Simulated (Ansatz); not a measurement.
Write the native input for Ansatz 0.2.0 that does the following.

```yaml
Task: single point
Functional: PBE
Potentials_or_basis: all-electron LAPW, scalar-relativistic
Cutoff: 222 eV (chosen from the basis error)
Basis_error_allowed: 0.001 eV/atom
k_mesh: 9 × 9 × 1
Occupations: fermi-dirac, width 0.05 eV
Spin: no spin polarisation
```

Sn, a sheet with vacuum:

```
CELL_PARAMETERS angstrom
2.96705 0.00000 0.00000
0.00000 2.96703 0.00000
0.00000 0.00000 23.80000
ATOMIC_POSITIONS crystal
Sn 0.00000 0.00000 0.29412
```

The cell was built by a generator and needn't be a form met in nature.

These files were run (other wordings do the same):

input.yaml

```yaml
crystal:
  lattice:
    - [2.96705, 0.0, 0.0]
    - [0.0, 2.96703, 0.0]
    - [0.0, 0.0, 23.8]
  atoms:
    - { symbol: Sn, position: [0.0, 0.0, 0.29412] }
kpoints:
  mp_grid: { grid: [9, 9, 1] }
scf:
  occupations: { method: fermi_dirac, width: 0.05 }
hamiltonian:
  xc: pbe
  pseudopotentials: { kind: all_electron, lapw: { basis_error: 0.001 } }
output:
  forces: true
  stress: true
  eigenvalues: true
  populations: true
```

Potentials or basis: all-electron LAPW, scalar-relativistic.

Run with:

```console
$ ansatz run input.yaml --threads 2 --pin off --max-ram 8192MiB --backend cpu --events-out ev --progress --plain --runs-dir out
```

Results of the run:

```yaml
Band_gap_on_the_k_mesh: none (metal or under the smearing width)
```

Wall time 5.8 s on 2 threads of Arm Neoverse V2 (shared host), peak memory 0.42 GiB.
